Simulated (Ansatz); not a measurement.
# ScSiS4: the cost of one run

Computed with Ansatz 0.2.0 (DFT PBE, scalar-relativistic, plane waves, PAW, unless a step's input says otherwise).

2 further runs of the same task are left out: 1 that didn't finish, 1 set aside as unsound or not needed. Runs told in other sessions of the task aren't counted.

## 1. The system as given

Symmetry: P4/mmm, No. 123, tetragonal system. The conventional cell has a = 3.936 Å, b = 3.936 Å, c = 6.693 Å, α = 90.00°, β = 90.00°, γ = 90.00°. Sc (site symmetry 4/mmm) is surrounded by 10 S at 2.64 to 2.87 Å. Si (site symmetry 4/mmm) has 10 S at 2.64 to 2.87 Å in its first shell of neighbours. Around S (site symmetry 4mm) lie 1 S at 1.41 Å.

Structure file:

```
Sc Si S
1.0
     3.93604    0.00000    0.00000
     0.00000    3.93604    0.00000
     0.00000    0.00000    6.69271
Sc Si S
1 1 4
Direct
  0.50000 0.50000 0.50000
  0.00000 0.00000 0.00000
  0.00000 0.00000 0.60533
  0.50000 0.50000 0.10567
  0.50000 0.50000 0.89433
  0.00000 0.00000 0.39467
```

A structure generator made this guess: species swapped into a database cell of DyErC4 (P4/mmm, No. 123), with Si on the Dy sites, Sc on the Er sites and S on the C sites. The dimensions are guesses.

## 2. The guess as it stands, on a coarse mesh

input.yaml reads:

```yaml
crystal:
  lattice:
    - [3.93604136, 0.0, 0.0]
    - [0.0, 3.93604136, 0.0]
    - [0.0, 0.0, 6.69270927]
  atoms:
    - { symbol: Sc, position: [0.5, 0.5, 0.5] }
    - { symbol: Si, position: [0.0, 0.0, 0.0] }
    - { symbol: S, position: [0.0, 0.0, 0.605331] }
    - { symbol: S, position: [0.5, 0.5, 0.105666] }
    - { symbol: S, position: [0.5, 0.5, 0.894334] }
    - { symbol: S, position: [0.0, 0.0, 0.394669] }
basis:
  ecutwfc: 420
kpoints:
  mp_grid: { grid: [4, 4, 4] }
hamiltonian:
  xc: pbe
scf:
  occupations: { method: gaussian, width: 0.1 }
  lower_state_search: "off"
output:
  forces: true
  stress: true
  eigenvalues: true
```

Started as:

```
ansatz run input.yaml --threads 1 --pin off --max-ram 2560MiB --backend cpu --events-out ev --progress --plain --runs-dir out
```

What time and memory should one allow on 1 thread of Arm Neoverse V1, shared host?

About 4 s, with a peak of 0.35 GiB.
